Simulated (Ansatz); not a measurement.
**CH₅AlOSe: a ladder of functionals and wavefunction methods**

The task here is to estimate one member of a computed series from the others.

Program: Ansatz 0.2.0, Gaussian basis. Level of theory: functionals in def2-TZVPP, the program's frozen cores in correlated methods. These are calculated values, not measurements.

Levels to be run: PBE-D4, r2SCAN-D4, PBE0-D4, B3LYP-D4, ωB97X-V, ωB97M-V, B2PLYP; CCSD(T)/def2-TZVPP; MP2/def2-QZVPP; extrapolation to the limit.

## The geometry

All runs share one geometry, relaxed beforehand with PBE0-D4 in a triple-zeta def2 set.

9 atoms, charge 0, spin multiplicity 1.

Atoms are counted from 1 here; the program's logs count them from 0.

Bond lengths: C1–Se2 1.966 Å, C1–H5 1.089 Å, C1–H6 1.087 Å, C1–H7 1.087 Å, Se2–Al3 2.306 Å, Al3–O4 1.691 Å, Al3–H8 1.576 Å, O4–H9 0.955 Å. Angles: Se2–C1–H5 110.8°, Se2–C1–H6 108.2°, Se2–C1–H7 108.2°, H5–C1–H6 109.7°, H5–C1–H7 109.7°, H6–C1–H7 110.2°, C1–Se2–Al3 96.9°, Se2–Al3–O4 121.5°, Se2–Al3–H8 119.8°, O4–Al3–H8 118.7°, Al3–O4–H9 125.1°.

Set-up of the first run:

Input file in.yaml:

```yaml
crystal:
  periodic: [false, false, false]
  atoms:
    - {symbol: C, position_ang: [-0.040641, 1.012279, -1.546538]}
    - {symbol: Se, position_ang: [0.267923, 1.265835, 0.378291]}
    - {symbol: Al, position_ang: [-0.000673, -0.940016, 0.993439]}
    - {symbol: O, position_ang: [0.139442, -1.430704, 2.605456]}
    - {symbol: H, position_ang: [-0.227563, -0.036390, -1.772554]}
    - {symbol: H, position_ang: [-0.902789, 1.609478, -1.834055]}
    - {symbol: H, position_ang: [0.845071, 1.350507, -2.079205]}
    - {symbol: H, position_ang: [-0.322137, -2.025490, -0.102879]}
    - {symbol: H, position_ang: [0.329866, -0.851800, 3.340946]}
basis:
  gaussian: {orbitals: def2-TZVPP}
hamiltonian: {xc: pbe, dispersion: d4}
output: {forces: true, orbitals: {seedname: orbitals}}
```

Started as:

```bash
ansatz run in.yaml --threads 4 --pin off --events-out ev --progress --plain --max-ram 10444MiB
```

Steps of the session up to this table: PBE-D4 (GGA); r2SCAN-D4 (meta-GGA); PBE0-D4 (hybrid); B3LYP-D4 (hybrid); ωB97X-V (range-separated); ωB97M-V (range-separated); B2PLYP (double hybrid); CCSD(T) in def2-TZVPP; MP2 in def2-QZVPP.

One table of the session follows, with a row left open; its other results are not shown here.

| method | atomisation energy (kJ/mol) |
| --- | --- |
| PBE-D4 | ? |
| r2SCAN-D4 | 3095.9 |
| PBE0-D4 | 3061.9 |
| B3LYP-D4 | 3070.4 |
| ωB97X-V | 3088.5 |
| ωB97M-V | 3081.3 |
| B2PLYP | 3046.1 |
| HF/def2-TZVPP | 2238.2 |
| MP2/def2-TZVPP | 3064.1 |
| CCSD/def2-TZVPP | 2969.8 |
| CCSD(T)/def2-TZVPP | 3015.2 |
| MP2/CBS | 3152.7 |
| CCSD(T)/CBS | 3103.7 |

Estimate the missing values for PBE-D4.

The run gave: atomisation energy (kJ/mol): 3112.5. In the column «atomisation energy (kJ/mol)» it lies between CCSD(T)/CBS (3103.7) and MP2/CBS (3152.7).

Caveats from the session: Free atoms (1 C, 1 Se, 1 Al, 1 O, 5 H) were run apart at each level; the atomisation energy is their sum less the molecule, without zero-point or spin-orbit terms.
